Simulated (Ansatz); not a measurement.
# CH₂BBrSi (SMILES C#[Si]BBr): one structure at several levels

The atoms stand at a structure displaced at random from a GFN2-xTB minimum. How far do the functionals agree with CCSD(T) there?

Method: single points in def2-TZVPP; program: Ansatz 0.2.0, Gaussian basis.

Correlated methods freeze the cores. Filled d shells of the heavier atoms are correlated. B3LYP uses VWN-RPA correlation.

## 1. Starting geometry

SMILES `C#[Si]BBr`, 6 atoms, charge 0, spin multiplicity 1.

Atoms are counted from 1 here; the program's logs count them from 0.

Bond lengths: C1–Si2 1.713 Å, C1–H5 1.066 Å, Si2–B3 1.913 Å, B3–Br4 1.909 Å, B3–H6 1.210 Å. Angles: Si2–C1–H5 126.0°, C1–Si2–B3 164.5°, Si2–B3–Br4 122.3°, Si2–B3–H6 122.3°, Br4–B3–H6 115.4°.

As a file:

```
C    -0.52210    1.75240   -1.31740
Si   -0.16000    0.37560   -0.36510
B     0.54150   -0.82280    0.95120
Br   -0.03880   -2.63630    1.09100
H    -1.21630    1.79040   -2.12560
H     1.38190   -0.48380    1.75280
```

## 2. CCSD(T)/def2-TZVPP

The input, run/in.yaml:

```yaml
crystal:
  periodic: [false, false, false]
  atoms:
    - {symbol: C, position_ang: [-0.522100, 1.752400, -1.317400]}
    - {symbol: Si, position_ang: [-0.160000, 0.375600, -0.365100]}
    - {symbol: B, position_ang: [0.541500, -0.822800, 0.951200]}
    - {symbol: Br, position_ang: [-0.038800, -2.636300, 1.091000]}
    - {symbol: H, position_ang: [-1.216300, 1.790400, -2.125600]}
    - {symbol: H, position_ang: [1.381900, -0.483800, 1.752800]}
basis:
  gaussian: {orbitals: def2-TZVPP}
correlation: {method: ccsd_t}
output: {forces: true}
```

The command line of these runs was not kept.

## 3. PBE0-D4/def2-TZVPP

Edit run/in.yaml of step 2 so:

```diff
@@ -11,3 +11,3 @@
   gaussian: {orbitals: def2-TZVPP}
-correlation: {method: ccsd_t}
-output: {forces: true}
+hamiltonian: {xc: pbe0, dispersion: d4}
+output: {forces: true, orbitals: {seedname: orbitals}}
```

## 4. wB97M-V/def2-TZVPP

Edit run/in.yaml of step 3 so:

```diff
@@ -11,3 +11,3 @@
   gaussian: {orbitals: def2-TZVPP}
-hamiltonian: {xc: pbe0, dispersion: d4}
-output: {forces: true, orbitals: {seedname: orbitals}}
+hamiltonian: {xc: {name: wB97M-V}}
+output: {forces: true}
```

## 5. r2SCAN-D4/def2-TZVPP

Edit run/in.yaml of step 4 so:

```diff
@@ -11,3 +11,3 @@
   gaussian: {orbitals: def2-TZVPP}
-hamiltonian: {xc: {name: wB97M-V}}
+hamiltonian: {xc: r2scan, dispersion: d4}
 output: {forces: true}
```

## 6. PBE-D4/def2-TZVPP

Edit run/in.yaml of step 5 so:

```diff
@@ -11,3 +11,3 @@
   gaussian: {orbitals: def2-TZVPP}
-hamiltonian: {xc: r2scan, dispersion: d4}
+hamiltonian: {xc: pbe, dispersion: d4}
 output: {forces: true}
```

## 7. B3LYP-D4/def2-TZVPP

Edit run/in.yaml of step 6 so:

```diff
@@ -11,3 +11,3 @@
   gaussian: {orbitals: def2-TZVPP}
-hamiltonian: {xc: pbe, dispersion: d4}
+hamiltonian: {xc: {name: B3LYP}, dispersion: d4}
 output: {forces: true}
```

## 8. BHLYP-D4/def2-TZVPP

Edit run/in.yaml of step 7 so:

```diff
@@ -11,3 +11,3 @@
   gaussian: {orbitals: def2-TZVPP}
-hamiltonian: {xc: {name: B3LYP}, dispersion: d4}
+hamiltonian: {xc: {name: BHLYP}, dispersion: d4}
 output: {forces: true}
```

(Steps that only read results are left out.)

Q: Predict the outcome of this session. Wanted: energy less free atoms, CCSD(T)/def2-TZVPP; RMS force component; RMS force error; HOMO and LUMO, PBE0-D4; T1 diagnostic.

The runs gave:

```
                                  quantity                                                                                             value
energy less free atoms, CCSD(T)/def2-TZVPP                                                                                    -1808.1 kJ/mol
                       RMS force component                                                              0.870 to 1.196 eV/Å over the methods
                           RMS force error  PBE0-D4 0.278, wB97M-V 0.418, r2SCAN-D4 0.191, PBE-D4 0.181, B3LYP-D4 0.224, BHLYP-D4 0.407 eV/Å
                    HOMO and LUMO, PBE0-D4                                                                                -6.91 and -3.57 eV
                             T1 diagnostic                                                                                             0.032
```

In words: Against CCSD(T) the functionals' energies less atoms differ by -137.7 to +58.0 kJ/mol, PBE-D4 by -137.7 kJ/mol. CCSD(T) in triple zeta still lacks some correlation energy of the bonds, so part of these gaps is its own basis error and they don't rank the functionals. The forces of PBE-D4 come nearest to CCSD(T), those of wB97M-V are farthest. Frozen-core CCSD(T) forces in triple zeta carry basis errors of their own, and this is one geometry, so small gaps rank nothing. The T1 diagnostic is large here, over the usual mark for main-group molecules (transition-metal compounds often pass it harmlessly), so CCSD(T) itself may be off. The restricted Hartree–Fock reference is unstable towards an unrestricted one at one or more of these structures.
